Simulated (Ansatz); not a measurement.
# W: the cost of one run

Program: Ansatz 0.2.0. Level of theory: DFT PBEsol, scalar-relativistic, plane waves, PAW. These are calculated values, not measurements.

The COD cell was measured well above room temperature, so it is larger than a cold one.

## (1) The system as given

Symmetry: Im-3m, No. 229, cubic system. The conventional cell has a = 3.195 Å, b = 3.195 Å, c = 3.195 Å, α = 90.00°, β = 90.00°, γ = 90.00°. W (site symmetry m-3m) is surrounded by 8 W at 2.77 Å.

As a file:

```cif
data_structure
_symmetry_space_group_name_H-M 'Im-3m'
_symmetry_Int_Tables_number 229
_cell_length_a 3.1946
_cell_length_b 3.1946
_cell_length_c 3.1946
_cell_angle_alpha 90.000
_cell_angle_beta 90.000
_cell_angle_gamma 90.000
_cell_volume 32.60
loop_
_atom_site_label
_atom_site_type_symbol
_atom_site_symmetry_multiplicity
_atom_site_Wyckoff_symbol
_atom_site_fract_x
_atom_site_fract_y
_atom_site_fract_z
_atom_site_occupancy
W1 W 2 a 0.00000 0.00000 0.00000 1
```

No relaxation comes first: the listed cell is the starting point.

## (2) Zero of energy

The cell is repeated 4 times, 4 atoms in all. Reference values: F = -41026.1777 eV; pressure -11.42 GPa; largest force 0.000 eV/Å; gap on the mesh none (metal). It was computed beforehand with the settings of the runs below.

## (3) The scan: sliding across a plane

The cut lies on the cell's a–b face, a (0 1 1) plane of area 7.22 Å², between layers 2.26 Å apart (W below, W above); the cell is 9.0 Å thick. Vector c is tilted by f times 1·a − 1·b (length 4.518 Å) with the atoms' Cartesian places fixed: one unrelaxed fault per cell.

## (4) At f = 0.167

The input, input.yaml:

```yaml
crystal:
  lattice:
    - [-1.5973, 1.5973, -1.5973]
    - [-1.5973, -1.5973, 1.5973]
    - [0.0, 6.92173982, 5.85666018]
  atoms:
    - { symbol: W, position: [-0.1458625, 0.1458625, 0.875] }
    - { symbol: W, position: [0.4791625, 0.5208375, 0.125] }
    - { symbol: W, position: [-0.0625125, 0.0625125, 0.375] }
    - { symbol: W, position: [0.3958125, 0.6041875, 0.625] }
basis:
  ecutwfc: 420
kpoints:
  mp_grid: { grid: [18, 18, 5] }
hamiltonian:
  xc: pbesol
scf:
  occupations: { method: gaussian, width: 0.15 }
output:
  forces: true
  stress: true
  eigenvalues: true
```

On the command line:

```console
> ansatz run input.yaml --threads 2 --pin off --max-ram 5120MiB --backend cpu --events-out ev --progress --plain --runs-dir out
```

Q: Estimate wall time and peak memory on 2 threads of Intel Xeon Platinum 8488C (Sapphire Rapids), shared host.

About 12 s, with a peak of 0.89 GiB.
